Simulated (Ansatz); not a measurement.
**Ba2BiSb2: a short molecular-dynamics run**

What does Ba2BiSb2 do over 30 steps of 1 fs at constant energy, with velocities drawn for 300 K? The cell is a distorted structure of 10 atoms, taken as it stands, without a relaxation.

Program: Ansatz 0.2.0. Level of theory: DFT PBE, plane waves, PAW, scalar-relativistic, no spin polarisation. These are calculated values, not measurements.

## Step 1: The starting structure

The cell holds 10 atoms (Ba4Bi2Sb4): a = 6.481 Å, b = 8.758 Å, c = 6.702 Å, α = 104.53°, β = 97.65°, γ = 104.49°.

Coordinates:

```
Bi Ba Sb
1.0
     2.34564    3.55279    4.88667
     4.88857   -7.26634    0.02914
     2.47004    3.66802   -5.03651
Bi Ba Sb
2 4 4
Cartesian
  2.3391 3.5179 4.7939
  4.7488 0.0661 -0.0228
  4.7488 3.5759 2.0466
  4.8576 -3.6659 2.2586
  4.8686 3.6023 -2.2612
  4.8091 -3.5645 -2.1368
  2.4569 -2.2984 -0.0044
  7.4065 -2.2126 -0.0084
  2.3835 2.0572 -0.0665
  7.2700 2.1564 -0.0306
```

## Step 2: Dynamics

input.yaml

```yaml
crystal:
  lattice:
    - [2.345635, 3.552786, 4.886674]
    - [4.888568, -7.266344, 0.029135]
    - [2.470035, 3.668018, -5.036505]
  atoms:
    - { symbol: Bi, position: [0.987298, 0.001675, 0.006106] }
    - { symbol: Bi, position: [0.499346, 0.48331, 0.49181] }
    - { symbol: Ba, position: [0.960882, 0.243902, 0.527362] }
    - { symbol: Ba, position: [0.48119, 0.751266, 0.022775] }
    - { symbol: Ba, position: [0.53199, 0.252277, 0.966578] }
    - { symbol: Ba, position: [0.030979, 0.737185, 0.458576] }
    - { symbol: Sb, position: [0.0939, 0.409848, 0.094346] }
    - { symbol: Sb, position: [0.617588, 0.912454, 0.606163] }
    - { symbol: Sb, position: [0.388318, 0.103901, 0.390566] }
    - { symbol: Sb, position: [0.910454, 0.599128, 0.892919] }
kpoints:
  mp_grid: { grid: [3, 2, 3] }
magnetization:
  spin_polarized: false
scf:
  occupations: { method: fermi_dirac, width: 0.1 }
hamiltonian:
  pseudopotentials: { kind: paw }
  xc: pbe
basis:
  ecutwfc: 420
md:
  timestep: 1.0
  n_steps: 30
  ensemble: nve
  temperature: 300.0
  initial_velocities: maxwell_boltzmann
  seed: 945431
```

The run is started by

```bash
$ ansatz run input.yaml --threads 2 --pin off --max-ram 2560MiB --backend cpu --events-out ev --progress --plain --runs-dir out
```

What it wrote (excerpt; [...] marks lines left out):

```text
Warning: md: disabling space-group detection — thermal motion breaks the input geometry's symmetry, so no spatial operation reduces the k-mesh or symmetrises the density; time reversal is kept, so that k and −k are solved as one point where they differ and the mesh holds both, and exact [...]
Warning: RAYON_NUM_THREADS=2 ignored (pool sized by the plan → 2); use --threads N
[...]
Pseudopotentials: kind: paw
Pseudopotential: Bi, paw, valence charge 15, recommended cutoff 420 eV (normal), Bi.paw.azcp
Pseudopotential: Ba, paw, valence charge 10, recommended cutoff 420 eV (normal), Ba.paw.azcp
Pseudopotential: Sb, paw, valence charge 15, recommended cutoff 420 eV (normal), Sb.paw.azcp
Functional definition: PBE
[...]
Crystal: 10 atoms, lattice volume = 348.654 Å³
Basis set: ecut = 420 eV, 6807 PW (Γ), exchange–correlation on 90×120×90 points (8 copies of the dense FFT grid, shifted against one another)
Bands: 78, of which v1, the nominal top of the filled ones, is band 65 counted from 1 (64 counted from 0)
Symmetry: 1 space group operations
k-points: 10 of 18 (time reversal used)
[...]
SCF iter   1: F=—  HF=-74537.304384 eV  |F-HF|=—  |Δ(HF+E_count)|=         —  Δρ=1.92e-3  dr2=3.29e-2  ethr=1.77e-3  ⟨swp⟩=11.1  Hψ=3778  notcnv=0  defer=4
[...]
md step     0: t =     0.00 fs  T =   300.0 K  F+E_penalty+E_count = -74537.29682258 eV  E_kin = 0.349002 eV  conserved = -74536.94782058 eV  (10 SCF iters)
[...]
md step     2: t =     2.00 fs  T =   302.6 K  F+E_penalty+E_count = -74537.29987359 eV  E_kin = 0.352052 eV  conserved = -74536.94782164 eV  (7 SCF iters)
[...]
md step     4: t =     4.00 fs  T =   305.4 K  F+E_penalty+E_count = -74537.30309054 eV  E_kin = 0.355268 eV  conserved = -74536.94782278 eV  (6 SCF iters)
[...]
md step     6: t =     6.00 fs  T =   308.2 K  F+E_penalty+E_count = -74537.30640342 eV  E_kin = 0.358579 eV  conserved = -74536.94782408 eV  (2 SCF iters)
[...]
md step     8: t =     8.00 fs  T =   311.1 K  F+E_penalty+E_count = -74537.30973587 eV  E_kin = 0.361911 eV  conserved = -74536.94782531 eV  (2 SCF iters)
[...]
md step     9: t =     9.00 fs  T =   312.5 K  F+E_penalty+E_count = -74537.31138431 eV  E_kin = 0.363558 eV  conserved = -74536.94782591 eV  (2 SCF iters)
[...]
SCF iter   6: F=-74537.313007 eV  HF=-74537.313007 eV  |F-HF|=2.08e-9  |Δ(HF+E_count)|=  6.84e-10  Δρ=9.47e-7  dr2=8.44e-9  ethr=7.69e-12  ⟨swp⟩=5.0  Hψ=3099  notcnv=0
[...]
```

## Step 3: The log goes on

The log, continued (excerpt; [...] marks lines left out):

```text
md step    10: t =    10.00 fs  T =   313.9 K  F+E_penalty+E_count = -74537.31300713 eV  E_kin = 0.365181 eV  conserved = -74536.94782653 eV  (6 SCF iters)
[...]
md step    15: t =    15.00 fs  T =   320.2 K  F+E_penalty+E_count = -74537.32037255 eV  E_kin = 0.372543 eV  conserved = -74536.94782984 eV  (2 SCF iters)
[...]
md step    20: t =    20.00 fs  T =   324.7 K  F+E_penalty+E_count = -74537.32557227 eV  E_kin = 0.377740 eV  conserved = -74536.94783264 eV  (6 SCF iters)
[...]
md step    25: t =    25.00 fs  T =   326.4 K  F+E_penalty+E_count = -74537.32751271 eV  E_kin = 0.379678 eV  conserved = -74536.94783450 eV  (2 SCF iters)
[...]
md step    29: t =    29.00 fs  T =   325.2 K  F+E_penalty+E_count = -74537.32617630 eV  E_kin = 0.378341 eV  conserved = -74536.94783529 eV  (2 SCF iters)
[...]
md step    30: t =    30.00 fs  T =   324.6 K  F+E_penalty+E_count = -74537.32540583 eV  E_kin = 0.377571 eV  conserved = -74536.94783530 eV  (6 SCF iters)
SCF converged after 6 iterations
Free energy (F): -74537.325406 eV
[...]
E sigma→0 (E₀):  -74537.248759 eV
Entropy (-TS):   -0.153293 eV (-15.329 meV/atom)
Fermi energy:    9.858608 eV
[...]
--- Forces (eV/Å), atoms counted from 1 ---
  atom   1  Bi     0.10587935    -0.10540659     0.50407999
  atom   2  Bi     0.43876603    -0.31905673    -0.13686775
  atom   3  Ba     0.26133307    -0.49490729    -0.20645947
  atom   4  Ba    -0.18735171     0.05486661    -0.26733406
  atom   5  Ba    -0.00450791     0.10324295    -0.02916597
  atom   6  Ba    -0.00919138    -0.03402348    -0.25202287
  atom   7  Sb     0.00730008     0.46895359    -0.01217754
  atom   8  Sb    -0.28966391     0.32524412     0.01196271
[...]
--- MD trajectory: 30 steps, t = 0.0 → 30.0 fs ---
  final state: T = 324.6 K   F+E_penalty+E_count = -74537.32540583 eV   E_kin = 0.377571 eV
  conserved energy: peak-to-peak 1.471e-5 eV (1.471e-6 eV/atom) over 30.0 fs
```

Run time: 2.9 min. Hardware: 2 threads of Intel Xeon Platinum 8375C at 2.90GHz (Ice Lake), shared host; peak memory 0.98 GiB.

## Step 4: The trajectory

The trajectory, every 3 steps (energies from step 0); msd is the mean square displacement from the start, the centre of mass held:

| time (fs) | T (K) | potential energy change (meV/atom) | total energy change (meV/atom) | msd Sb (Å²) | msd Ba (Å²) | msd Bi (Å²) |
| --- | --- | --- | --- | --- | --- | --- |
| 0.0 | 300 | 0.0 | 0.00 | 0.000 | 0.000 | 0.000 |
| 3.0 | 304 | -0.5 | 0.00 | 0.000 | 0.000 | 0.000 |
| 6.0 | 308 | -1.0 | 0.00 | 0.000 | 0.000 | 0.000 |
| 9.0 | 313 | -1.5 | 0.00 | 0.001 | 0.000 | 0.000 |
| 12.0 | 317 | -1.9 | 0.00 | 0.001 | 0.001 | 0.000 |
| 15.0 | 320 | -2.4 | 0.00 | 0.002 | 0.001 | 0.001 |
| 18.0 | 323 | -2.7 | 0.00 | 0.002 | 0.001 | 0.001 |
| 21.0 | 325 | -2.9 | 0.00 | 0.003 | 0.002 | 0.001 |
| 24.0 | 326 | -3.1 | 0.00 | 0.004 | 0.003 | 0.001 |
| 27.0 | 326 | -3.0 | 0.00 | 0.006 | 0.003 | 0.001 |
| 30.0 | 325 | -2.9 | 0.00 | 0.007 | 0.004 | 0.002 |

time (fs), T (K) and a bar:
```
      0.0        300 
      1.0        301 #
      3.0        304 #####
      4.0        305 ######
      5.0        307 ########
      7.0        310 ###########
      8.0        311 #############
      9.0        313 ##############
     10.0        314 ################
     12.0        317 ###################
     13.0        318 ####################
     14.0        319 ######################
     16.0        321 ########################
     17.0        322 #########################
     18.0        323 ##########################
     20.0        325 ############################
     21.0        325 #############################
     22.0        326 #############################
     23.0        326 ##############################
     25.0        326 ##############################
     26.0        326 ##############################
     27.0        326 ##############################
     29.0        325 #############################
     30.0        325 ############################
```

Pair distribution over the second half of the run:

| r (Å) | g Sb–Sb |
| --- | --- |
| 0.68 | 0.00 |
| 0.84 | 0.00 |
| 1.00 | 0.00 |
| 1.16 | 0.00 |
| 1.32 | 0.00 |
| 1.48 | 0.00 |
| 1.64 | 0.00 |
| 1.80 | 0.00 |
| 1.96 | 0.00 |
| 2.12 | 0.00 |
| 2.28 | 0.00 |
| 2.44 | 0.00 |
| 2.60 | 0.00 |
| 2.76 | 1.79 |
| 2.92 | 3.40 |

## Step 5: Snapshots as a file

Positions (Å) and forces (eV/Å):

```xyz
10
Lattice="2.346 3.553 4.887 4.889 -7.266 0.029 2.470 3.668 -5.037" Properties=species:S:1:pos:R:3:forces:R:3 pbc="T T T" time_fs=4.0 T=305 dE=-0.0063
Bi    2.337    3.517    4.792    0.095   -0.051    0.485
Bi    4.747    0.073   -0.019    0.372   -0.256   -0.086
Ba    4.746    3.583    2.048    0.236   -0.223    0.008
Ba    4.864   -3.672    2.255   -0.074   -0.047   -0.341
Ba    4.866    3.596   -2.260   -0.196   -0.056   -0.045
Ba    4.815   -3.563   -2.130    0.319   -0.083   -0.067
Sb    2.447   -2.295   -0.001   -0.152    1.120    0.134
Sb    7.404   -2.218   -0.011   -0.425    0.100   -0.121
Sb    2.383    2.056   -0.078   -0.184    0.365    0.131
Sb    7.280    2.153   -0.031    0.009   -0.869   -0.099
10
Lattice="2.346 3.553 4.887 4.889 -7.266 0.029 2.470 3.668 -5.037" Properties=species:S:1:pos:R:3:forces:R:3 pbc="T T T" time_fs=8.0 T=311 dE=-0.0129
Bi    2.335    3.517    4.791    0.098   -0.060    0.494
Bi    4.746    0.081   -0.015    0.387   -0.270   -0.094
Ba    4.744    3.590    2.050    0.244   -0.270   -0.025
Ba    4.870   -3.678    2.251   -0.093   -0.031   -0.332
Ba    4.863    3.589   -2.259   -0.170   -0.034   -0.050
Ba    4.822   -3.561   -2.123    0.275   -0.075   -0.097
Sb    2.437   -2.291    0.003   -0.131    1.050    0.117
Sb    7.402   -2.224   -0.013   -0.411    0.135   -0.103
Sb    2.383    2.055   -0.090   -0.185    0.364    0.193
Sb    7.290    2.148   -0.032   -0.013   -0.810   -0.101
10
Lattice="2.346 3.553 4.887 4.889 -7.266 0.029 2.470 3.668 -5.037" Properties=species:S:1:pos:R:3:forces:R:3 pbc="T T T" time_fs=11.0 T=315 dE=-0.0178
Bi    2.334    3.516    4.790    0.099   -0.067    0.499
Bi    4.745    0.086   -0.012    0.397   -0.279   -0.100
Ba    4.742    3.595    2.052    0.249   -0.304   -0.051
Ba    4.875   -3.682    2.248   -0.108   -0.019   -0.325
Ba    4.860    3.584   -2.259   -0.149   -0.017   -0.052
Ba    4.827   -3.560   -2.117    0.241   -0.069   -0.119
Sb    2.429   -2.287    0.006   -0.115    0.987    0.102
Sb    7.400   -2.228   -0.015   -0.399    0.162   -0.090
Sb    2.382    2.055   -0.099   -0.184    0.363    0.239
Sb    7.298    2.143   -0.032   -0.031   -0.757   -0.103
10
Lattice="2.346 3.553 4.887 4.889 -7.266 0.029 2.470 3.668 -5.037" Properties=species:S:1:pos:R:3:forces:R:3 pbc="T T T" time_fs=15.0 T=320 dE=-0.0235
Bi    2.332    3.516    4.789    0.101   -0.076    0.504
Bi    4.745    0.093   -0.008    0.409   -0.290   -0.108
Ba    4.741    3.601    2.053    0.254   -0.349   -0.086
Ba    4.881   -3.688    2.244   -0.126   -0.003   -0.315
Ba    4.857    3.578   -2.258   -0.121    0.007   -0.052
Ba    4.834   -3.558   -2.111    0.192   -0.061   -0.148
Sb    2.418   -2.280    0.010   -0.092    0.892    0.082
Sb    7.396   -2.233   -0.018   -0.380    0.197   -0.070
Sb    2.381    2.055   -0.110   -0.183    0.358    0.300
Sb    7.308    2.137   -0.033   -0.056   -0.675   -0.107
10
Lattice="2.346 3.553 4.887 4.889 -7.266 0.029 2.470 3.668 -5.037" Properties=species:S:1:pos:R:3:forces:R:3 pbc="T T T" time_fs=19.0 T=324 dE=-0.0279
Bi    2.330    3.515    4.789    0.103   -0.084    0.507
Bi    4.744    0.099   -0.004    0.420   -0.300   -0.116
Ba    4.739    3.607    2.055    0.258   -0.391   -0.120
Ba    4.887   -3.694    2.239   -0.144    0.013   -0.304
Ba    4.854    3.571   -2.257   -0.091    0.031   -0.049
Ba    4.841   -3.557   -2.104    0.141   -0.053   -0.176
Sb    2.408   -2.272    0.014   -0.067    0.786    0.059
Sb    7.392   -2.238   -0.021   -0.359    0.232   -0.049
Sb    2.380    2.055   -0.121   -0.180    0.351    0.359
Sb    7.318    2.129   -0.034   -0.082   -0.585   -0.110
10
Lattice="2.346 3.553 4.887 4.889 -7.266 0.029 2.470 3.668 -5.037" Properties=species:S:1:pos:R:3:forces:R:3 pbc="T T T" time_fs=22.0 T=326 dE=-0.0300
Bi    2.329    3.514    4.788    0.104   -0.090    0.508
Bi    4.744    0.104   -0.001    0.427   -0.306   -0.121
Ba    4.738    3.612    2.056    0.260   -0.422   -0.145
Ba    4.891   -3.699    2.235   -0.156    0.025   -0.295
Ba    4.851    3.566   -2.256   -0.067    0.050   -0.046
Ba    4.847   -3.556   -2.099    0.101   -0.048   -0.197
Sb    2.400   -2.266    0.017   -0.048    0.702    0.041
Sb    7.389   -2.241   -0.023   -0.342    0.258   -0.033
Sb    2.379    2.056   -0.129   -0.176    0.343    0.402
Sb    7.326    2.123   -0.035   -0.102   -0.513   -0.113
10
Lattice="2.346 3.553 4.887 4.889 -7.266 0.029 2.470 3.668 -5.037" Properties=species:S:1:pos:R:3:forces:R:3 pbc="T T T" time_fs=26.0 T=326 dE=-0.0306
Bi    2.328    3.514    4.789    0.105   -0.098    0.507
Bi    4.744    0.110    0.002    0.434   -0.313   -0.129
Ba    4.737    3.617    2.058    0.262   -0.460   -0.177
Ba    4.897   -3.705    2.230   -0.172    0.040   -0.282
Ba    4.847    3.559   -2.256   -0.036    0.077   -0.039
Ba    4.854   -3.554   -2.093    0.046   -0.041   -0.225
Sb    2.389   -2.256    0.021   -0.021    0.587    0.015
Sb    7.384   -2.246   -0.026   -0.317    0.292   -0.011
Sb    2.377    2.057   -0.139   -0.171    0.331    0.457
Sb    7.336    2.115   -0.036   -0.130   -0.414   -0.117
10
Lattice="2.346 3.553 4.887 4.889 -7.266 0.029 2.470 3.668 -5.037" Properties=species:S:1:pos:R:3:forces:R:3 pbc="T T T" time_fs=30.0 T=325 dE=-0.0286
Bi    2.326    3.513    4.789    0.106   -0.105    0.504
Bi    4.745    0.116    0.006    0.439   -0.319   -0.137
Ba    4.736    3.621    2.059    0.261   -0.495   -0.206
Ba    4.902   -3.711    2.224   -0.187    0.055   -0.267
Ba    4.844    3.553   -2.255   -0.005    0.103   -0.029
Ba    4.862   -3.553   -2.087   -0.009   -0.034   -0.252
Sb    2.378   -2.246    0.026    0.007    0.469   -0.012
Sb    7.379   -2.250   -0.029   -0.290    0.325    0.012
Sb    2.375    2.058   -0.149   -0.163    0.315    0.509
Sb    7.345    2.105   -0.037   -0.159   -0.314   -0.121
```

## Step 6: Results

```
                             quantity                            value
                               length                 30 steps of 1 fs
     temperature, first and last step                    300 and 325 K
             temperature, second half    mean 325 K, from 320 to 326 K
        potential energy, second half       -3 meV/atom from the start
   largest change of the total energy                    0.00 meV/atom
mean square displacement, second half  Sb 0.004, Ba 0.002, Bi 0.001 Å²
```

What this shows: The temperature starts at 300 K and averages 325 K in the second half, where it ranges from 320 to 326 K; the start was no minimum (force components up to 1.2 eV/Å), and the potential energy that it sheds (3 meV/atom) turns into motion. The total energy strays from its start by at most 0.00 meV/atom, under 0.1 % of the mean kinetic energy, which is good for a step of 1 fs. No atom gets farther than 0.10 Å from its start, with the drift of the whole removed, against a typical distance of 3.1 Å between sites at the start. A run of 30 fs with 10 atoms shows the motion but fixes no equilibrium value.
